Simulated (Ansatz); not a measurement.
# C2H9NOSiZn: the cost of one run

Program: Ansatz 0.2.0, Gaussian basis. Level of theory: the settings change from run to run. These are calculated values, not measurements.

### 1 The relaxed structure

The structure was relaxed beforehand with PBE0-D4 in a triple-zeta def2 set.

SMILES `C[N](C)[Zn][O][SiH3]`, 15 atoms, charge 0, spin multiplicity 1.

Atoms are counted from 1 here; the program's logs count them from 0.

Bond lengths: C1–N2 1.438 Å, C1–H7 1.093 Å, C1–H8 1.101 Å, C1–H9 1.102 Å, N2–C3 1.439 Å, N2–Zn4 1.796 Å, C3–H10 1.102 Å, C3–H11 1.101 Å, C3–H12 1.093 Å, Zn4–O5 1.762 Å, O5–Si6 1.621 Å, Si6–H13 1.494 Å, Si6–H14 1.489 Å, Si6–H15 1.491 Å. Angles: N2–C1–H7 111.6°, N2–C1–H8 111.2°, N2–C1–H9 112.4°, H7–C1–H8 107.2°, H7–C1–H9 107.4°, H8–C1–H9 106.9°, C1–N2–C3 112.6°, C1–N2–Zn4 123.3°, C3–N2–Zn4 123.2°, N2–C3–H10 112.3°, N2–C3–H11 111.2°, N2–C3–H12 111.6°, H10–C3–H11 106.9°, H10–C3–H12 107.4°, H11–C3–H12 107.2°, N2–Zn4–O5 176.0°, Zn4–O5–Si6 142.5°, O5–Si6–H13 112.0° and more.

### 2 revPBE0/cc-pVDZ

Options: coordinates scaled by 1.05, a point charge of 2.00 e beside it, high accuracy.

Input file in.yaml:

```yaml
crystal:
  periodic: [false, false, false]
  atoms:
    - {symbol: C, position_ang: [-0.114591, -2.278976, 1.037603]}
    - {symbol: N, position_ang: [0.525332, -1.233294, 0.155448]}
    - {symbol: C, position_ang: [2.019598, -1.414756, 0.030339]}
    - {symbol: Zn, position_ang: [-0.386406, 0.294769, -0.469266]}
    - {symbol: O, position_ang: [-1.315714, 1.724991, -1.185923]}
    - {symbol: Si, position_ang: [-1.695960, 3.360866, -0.912680]}
    - {symbol: H, position_ang: [-1.250995, -2.135833, 1.105082]}
    - {symbol: H, position_ang: [0.071372, -3.343496, 0.626131]}
    - {symbol: H, position_ang: [0.301212, -2.258129, 2.117480]}
    - {symbol: H, position_ang: [2.558465, -1.344601, 1.052172]}
    - {symbol: H, position_ang: [2.279087, -2.449250, -0.416391]}
    - {symbol: H, position_ang: [2.484562, -0.622709, -0.657411]}
    - {symbol: H, position_ang: [-1.682965, 3.719489, 0.614499]}
    - {symbol: H, position_ang: [-3.121618, 3.674535, -1.471327]}
    - {symbol: H, position_ang: [-0.671367, 4.306384, -1.625724]}
basis:
  gaussian: {orbitals: cc-pVDZ, point_charges: [{charge: 2.00, position_ang: [5.576, -0.937, 0.918]}]}
hamiltonian: {xc: {name: revPBE0}}
accuracy: high
```

Launch:

```console
> ansatz run in.yaml --threads 2 --pin off --events-out ev --progress --plain --max-ram 22528MiB --backend cpu
```

Q: Estimate wall time and peak memory on 2 threads of AMD EPYC 7R13, shared host.

About 21 s, with a peak of 1.1 GiB.
